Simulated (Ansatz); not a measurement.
Na3Cl2, 5 atoms in the cell. The structure is orthorhombic, space group Cmmm (No. 65). Conventional cell: a = 3.520 Å, b = 20.341 Å, c = 3.528 Å, α = 90.00°, β = 90.00°, γ = 90.00°. Around Cl (site symmetry m2m) lie 8 Na at 3.00 to 3.05 Å. Na (site symmetry m2m) has 4 Cl at 3.00 Å and 1 Na at 3.44 Å as nearest neighbours. Na (site symmetry mmm) is surrounded by 8 Cl at 3.05 Å and 2 Na at 3.44 Å. The cell comes from a database or a generator and needn't be the stable form of this composition.

```yaml
Program: Ansatz 0.2.0
Task: relaxation of cell and atoms
Functional: r2SCAN
Potentials_or_basis: Ansatz PAW
Cutoff: "500 eV (not typed: the program's choice for these potentials)"
k_mesh: 8 × 8 × 8
Occupations: fermi-dirac, width 0.05 eV
Spin: no spin polarisation
Target_pressure_GPa: 0
```

Potentials or basis: Ansatz PAW.

Launch:

```sh
$ ansatz run input.yaml --threads 2 --pin off --max-ram 5632MiB --backend cpu --events-out ev --progress --plain --runs-dir out
```

Hardware: 2 threads of Arm Neoverse V1, with other jobs on the host.

Q: Estimate the wall time of this run.

A: It took 2.4 min on 2 threads of Arm Neoverse V1, with other jobs on the host, peak memory 0.84 GiB. Counts: scf iterations 44, plane waves 3107, k points 105, bands 26, ion steps 5.
